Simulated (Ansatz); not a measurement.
# CH3BN2: the cost of one run

Method: RKS B3LYP/6-31G*, in Ansatz 0.2.0.

### 1 The system as given

Bond lengths: N1–B2 1.460 Å, B2–C3 1.426 Å, B2–N4 1.438 Å, C3–N4 1.277 Å, N1–H5 1.047 Å, N1–H6 1.050 Å, C3–H7 1.143 Å. Angles: N1–B2–C3 151.6°, N1–B2–N4 155.4°, C3–B2–N4 53.0°, B2–N1–H5 109.6°, B2–N1–H6 112.1°, H5–N1–H6 106.5°, B2–C3–N4 64.0°, B2–C3–H7 147.8°, N4–C3–H7 148.0°, B2–N4–C3 63.0°.

Structure file:

```xyz
7

N    -0.8200    1.1213   -0.1238
B    -0.1624   -0.1660   -0.3306
C     0.8581   -1.1157   -0.0318
N    -0.0066   -1.4780   -0.8991
H    -1.4934    1.0466    0.6744
H    -0.1372    1.8775    0.1319
H     1.8227   -1.3537    0.5334
```

### 2 Relaxing end A

Input file input.yaml:

```yaml
crystal:
  periodic: [false, false, false]
  atoms:
    - { symbol: "N", position_ang: [-0.82, 1.1213, -0.1238] }
    - { symbol: B, position_ang: [-0.1624, -0.166, -0.3306] }
    - { symbol: C, position_ang: [0.8581, -1.1157, -0.0318] }
    - { symbol: "N", position_ang: [-0.0066, -1.478, -0.8991] }
    - { symbol: H, position_ang: [-1.4934, 1.0466, 0.6744] }
    - { symbol: H, position_ang: [-0.1372, 1.8775, 0.1319] }
    - { symbol: H, position_ang: [1.8227, -1.3537, 0.5334] }
basis:
  gaussian: { orbitals: "6-31G*" }
hamiltonian:
  xc: b3lyp
relax:
  f_tol: 0.015
  max_steps: 40
output:
  orbitals: {}
```

Launch:

```console
ansatz run input.yaml --threads 1 --pin off --max-ram 2048MiB --backend cpu --events-out ev --progress --plain --runs-dir out
```

**Question.** How long does this run take on 1 thread of Arm Neoverse V2, shared host, and how much memory does it need?

About 18 s, with a peak of 0.13 GiB.
